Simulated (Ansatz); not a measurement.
# ClFGaH3Si: basis-set convergence

How large a basis does ClFGaH3Si need? Two functionals are run in growing sets.

Program: Ansatz 0.2.0, Gaussian basis. Level of theory: one geometry, several basis sets. These are calculated values, not measurements.

The runs, in order: PBE0-D4/def2-SVP; ωB97M-V/def2-SVP; PBE0-D4/def2-QZVPP; ωB97M-V/def2-QZVPP; the functionals' def2-TZVPP values are taken from earlier runs.

### Step 1. The relaxed structure

All runs share one geometry, relaxed beforehand with PBE0-D4 in a triple-zeta def2 set.

SMILES `[F][Ga]([SiH3])[Cl]`, 7 atoms, charge 0, spin multiplicity 1.

Atoms are counted from 1 here; the program's logs count them from 0.

Bond lengths: F1–Ga2 1.753 Å, Ga2–Si3 2.392 Å, Ga2–Cl4 2.137 Å, Si3–H5 1.483 Å, Si3–H6 1.485 Å, Si3–H7 1.485 Å. Angles: F1–Ga2–Si3 121.3°, F1–Ga2–Cl4 111.7°, Si3–Ga2–Cl4 127.0°, Ga2–Si3–H5 109.4°, Ga2–Si3–H6 108.5°, Ga2–Si3–H7 108.5°, H5–Si3–H6 110.3°, H5–Si3–H7 110.3°, H6–Si3–H7 109.8°.

### Step 2. PBE0-D4 in def2-SVP

Input file in.yaml:

```yaml
crystal:
  periodic: [false, false, false]
  atoms:
    - {symbol: F, position_ang: [0.045946, -2.544904, 0.737738]}
    - {symbol: Ga, position_ang: [-0.608156, -1.101759, -0.011218]}
    - {symbol: Si, position_ang: [0.585193, 0.970990, 0.035179]}
    - {symbol: Cl, position_ang: [-2.512440, -1.470142, -0.908864]}
    - {symbol: H, position_ang: [-0.196052, 2.006084, -0.684069]}
    - {symbol: H, position_ang: [0.783491, 1.368079, 1.451864]}
    - {symbol: H, position_ang: [1.902019, 0.771641, -0.620620]}
basis:
  gaussian: {orbitals: def2-SVP}
hamiltonian: {xc: pbe0, dispersion: d4}
output: {orbitals: {seedname: orbitals}}
```

After this run come: ωB97M-V in def2-SVP; PBE0-D4 in def2-QZVPP; ωB97M-V in def2-QZVPP.

Before running them: what should the planned runs give, taken together? Wanted: PBE0-D4: double and triple zeta above quadruple; ωB97M-V: double and triple zeta above quadruple.

As calculated:

```
                                       quantity           value
PBE0-D4: double and triple zeta above quadruple  19.20, 1.98 eV
ωB97M-V: double and triple zeta above quadruple  19.13, 1.90 eV
```

**Reading.** For PBE0-D4 the step from double to triple zeta gains 17.22 eV and the next only 1.98 eV. Total energies overstate the basis error of differences, where much of it tends to cancel.
